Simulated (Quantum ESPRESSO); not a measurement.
**NbTe: Wannier functions under several settings**

```xyz
2
Lattice="3.4257 0.0000 0.0000 0.0000 3.4257 0.0000 0.0000 0.0000 3.4257" Properties=species:S:1:pos:R:3 pbc="T T T"
Nb    1.7128    1.7128    1.7128
Te    0.0000    0.0000    0.0000
```

The cell was built by a generator and needn't be a form met in nature.

All runs used Quantum ESPRESSO 7.5; potentials GBRV 1.5 PBEsol; k mesh 6 × 6 × 6; given cell; no spin polarisation; cutoff 612 eV; occupations fermi-dirac, width 0.05 eV.

```csv
level,start,Wannier mesh,spread a function (Å²),RMS miss of the bands (meV)
PBEsol,atomic projections with disentanglement,5 × 5 × 5,1.53,20
PBEsol,"atomic projections with disentanglement, not minimised",5 × 5 × 5,2.02,39
PBEsol,SCDM with an erfc weight,5 × 5 × 5,?,?
```

Task: What stands in the row left open?

Result: Spread a function 3.49 Å²; RMS miss of the bands 124 meV.

Caveats: the Wannier minimisation didn't converge (some runs).

For the row left open. Caveat: the k mesh is coarse.
